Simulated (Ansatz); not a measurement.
**CH8FNO2Si2: a ladder of functionals and wavefunction methods**

The task here is to estimate one member of a computed series from the others.

The runs use Ansatz 0.2.0, Gaussian basis; functionals in def2-TZVPP, the program's frozen cores in correlated methods.

Plan: PBE-D4, r2SCAN-D4, PBE0-D4, B3LYP-D4, ωB97X-V, ωB97M-V, B2PLYP; CCSD(T)/def2-TZVPP; MP2/def2-QZVPP; extrapolation to the limit.

## The geometry

The geometry comes from an earlier relaxation with PBE0-D4 in a triple-zeta def2 set; it is a stationary point, not always the lowest conformer.

15 atoms, charge 0, spin multiplicity 1.

Atoms are counted from 1 here; the program's logs count them from 0.

Bond lengths: C1–Si2 1.852 Å, C1–H8 1.092 Å, C1–H9 1.093 Å, C1–H10 1.093 Å, Si2–O3 1.647 Å, Si2–N4 1.738 Å, Si2–H11 1.487 Å, O3–H12 0.959 Å, N4–Si5 1.702 Å, N4–H13 1.010 Å, Si5–O6 1.629 Å, Si5–F7 1.604 Å, Si5–H14 1.471 Å, O6–H15 0.959 Å. Angles: Si2–C1–H8 110.3°, Si2–C1–H9 110.8°, Si2–C1–H10 111.2°, H8–C1–H9 107.8°, H8–C1–H10 108.1°, H9–C1–H10 108.5°, C1–Si2–O3 107.1°, C1–Si2–N4 108.6°, C1–Si2–H11 112.7°, O3–Si2–N4 112.3°, O3–Si2–H11 108.4°, N4–Si2–H11 107.8°, Si2–O3–H12 116.0°, Si2–N4–Si5 126.6°, Si2–N4–H13 116.2°, Si5–N4–H13 117.1°, N4–Si5–O6 113.3°, N4–Si5–F7 103.3° and more.

The first run:

The input, in.yaml:

```yaml
crystal:
  periodic: [false, false, false]
  atoms:
    - {symbol: C, position_ang: [-1.521171, -0.160869, -1.970603]}
    - {symbol: Si, position_ang: [-0.138470, -0.623209, -0.827764]}
    - {symbol: O, position_ang: [-0.628341, -1.954085, 0.009225]}
    - {symbol: N, position_ang: [0.194725, 0.726222, 0.215166]}
    - {symbol: Si, position_ang: [1.405988, 0.811396, 1.407331]}
    - {symbol: O, position_ang: [0.855137, 1.326926, 2.850885]}
    - {symbol: F, position_ang: [1.946841, -0.696410, 1.493575]}
    - {symbol: H, position_ang: [-1.750633, -0.989555, -2.643713]}
    - {symbol: H, position_ang: [-2.428476, 0.072214, -1.406954]}
    - {symbol: H, position_ang: [-1.257418, 0.707928, -2.578374]}
    - {symbol: H, position_ang: [1.116211, -0.958565, -1.551099]}
    - {symbol: H, position_ang: [0.039061, -2.379183, 0.551222]}
    - {symbol: H, position_ang: [-0.441184, 1.507778, 0.149312]}
    - {symbol: H, position_ang: [2.559333, 1.676475, 1.113303]}
    - {symbol: H, position_ang: [0.048397, 0.932927, 3.188489]}
basis:
  gaussian: {orbitals: def2-TZVPP}
hamiltonian: {xc: pbe, dispersion: d4}
output: {forces: true, orbitals: {seedname: orbitals}}
```

Started as:

```bash
ansatz run in.yaml --threads 2 --pin off --events-out ev --progress --plain --max-ram 32768MiB --backend cuda --devices 0, --max-vram 18GiB
```

Steps of the session up to this table: PBE-D4 (GGA); r2SCAN-D4 (meta-GGA); PBE0-D4 (hybrid); B3LYP-D4 (hybrid); ωB97X-V (range-separated); ωB97M-V (range-separated); B2PLYP (double hybrid); CCSD(T) in def2-TZVPP; MP2 in def2-QZVPP.

One table of the session follows, with a row left open; its other results are not shown here.

| method | atomisation energy (kJ/mol) |
| --- | --- |
| PBE-D4 | 5903.7 |
| r2SCAN-D4 | 5853.7 |
| PBE0-D4 | 5801.0 |
| B3LYP-D4 | 5840.3 |
| ωB97X-V | 5877.3 |
| ωB97M-V | 5880.6 |
| B2PLYP | 5792.2 |
| HF/def2-TZVPP | 4252.0 |
| MP2/def2-TZVPP | 5829.5 |
| CCSD/def2-TZVPP | ? |
| CCSD(T)/def2-TZVPP | 5707.1 |
| MP2/CBS | 6007.9 |
| CCSD(T)/CBS | 5885.4 |

**Question.** Estimate the row for CCSD/def2-TZVPP.

**Answer.** atomisation energy (kJ/mol): 5627.3. In the column «atomisation energy (kJ/mol)» it lies between HF/def2-TZVPP (4252.0) and CCSD(T)/def2-TZVPP (5707.1).
